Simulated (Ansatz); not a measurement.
# HOW: the cost of one run

Method: the settings change from run to run; program: Ansatz 0.2.0, Gaussian basis.

30 further runs of the same task are left out: 3 for a known fault of the program, 13 that didn't finish, 14 set aside as unsound or not needed.

## (1) The geometry

The geometry is a PBE0/def2-TZVP stationary point (not a proven minimum) with its atoms shifted at random (size 0.040 Å). No spin-orbit coupling is included. Elements past krypton take def2 core potentials.

3 atoms, charge 0, spin multiplicity 2.

Atoms are counted from 1 here; the program's logs count them from 0.

Bond lengths: W1–O2 1.852 Å, O2–H3 1.043 Å. Angles: W1–O2–H3 116.9°.

## (2) CISD/def2-SVP

in.yaml reads:

```yaml
crystal:
  periodic: [false, false, false]
  atoms:
    - {symbol: W, position_ang: [-0.000170, 0.006771, 0.159097]}
    - {symbol: O, position_ang: [-0.001003, -0.126069, -1.687904]}
    - {symbol: H, position_ang: [0.046961, 0.766242, -2.225199]}
basis:
  gaussian: {orbitals: def2-SVP}
magnetization: {spin_polarized: false, initial_magnetization: 1}
correlation: {active_space: {ras: {orbitals: [6, 1, 39], electrons: 13, max_holes: 2, max_particles: 2}, fixed_orbitals: true}}
accuracy: high
output: {forces: true}
```

On the command line:

```console
ansatz run in.yaml --threads 1 --pin off --events-out ev --progress --plain --max-ram 2393MiB
```

Q: Estimate wall time and peak memory on 1 thread of Arm Neoverse V1, shared host.

About 24 s, with a peak of 0.26 GiB.
